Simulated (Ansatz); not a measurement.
Working through the interaction energy of a dimer with the counterpoise correction of O₂Si, SMILES O=[Si]=O

Program: Ansatz's Python interface.

Typed at the interpreter:
```pycon
>>> import ansatz as az
>>> BASIS = "def2-SVP"
>>> LEVEL = "MP2"
>>> FIRST = [
...     ("O", (0.6912, 1.2173, 0.5137)),
...     ("Si", (-0.0007, 0.0004, -0.0002)),
...     ("O", (-0.6905, -1.2177, -0.5136)),
... ]
>>> SECOND = [
...     ("O", (-2.8777, -4.0217, 0.6257)),
...     ("Si", (-3.0699, -2.5505, 0.4768)),
...     ("O", (-3.2634, -1.0793, 0.3303)),
... ]
>>> def energy(atoms, ghosts=()):
...     molecule = az.Crystal.molecule()
...     for symbol, xyz in atoms:
...         molecule = molecule.atom(symbol, xyz)
...     calc = (
...         molecule.calculation()
...         .basis(gaussian=BASIS)  # atom-centred Gaussian functions
...         .correlation(LEVEL)
...         .scf(lower_state_search="standard")  # control of the self-consistency loop
...     )
...     deck = calc.input()
...     if ghosts:
...         deck = deck.set(az.key.basis.gaussian.ghost_atoms, [{"symbol": s, "position_ang": list(xyz)} for s, xyz in ghosts])
...     return az.Session.from_dict(deck).plan().execute().report["free_energy_ev"]
...
>>> # ghost atoms carry the functions of the partner
>>> both = energy(FIRST + SECOND)

>>> alone = energy(FIRST) + energy(SECOND)
>>> ghosted = energy(FIRST, SECOND) + energy(SECOND, FIRST)
>>> print(f"dimer {both:.6f} eV")
dimer -23885.326651 eV
>>> print(f"interaction, uncorrected   {(both - alone):8.3f} eV")
interaction, uncorrected     -0.221 eV
>>> print(f"interaction, counterpoise  {(both - ghosted):8.3f} eV")
interaction, counterpoise    -0.053 eV
>>> print(f"basis-set superposition    {(alone - ghosted):8.3f} eV")
basis-set superposition       0.168 eV
```

Uncorrected it is -0.221 eV, with the counterpoise correction -0.053 eV; the difference, 0.17 eV, is the superposition error.

What to keep in mind:
- The settings weren't tested for convergence.
- The dimer is a generated trial pose of unrelaxed monomers, not a minimum, so the figure is no binding energy, and the basis set is small.
- Hardware and time: 3.4 s on 1 thread of Arm Neoverse V1 (shared host), peak memory 0.2 GiB.

(Lines on the test bed's own set-up are left out of the output.)
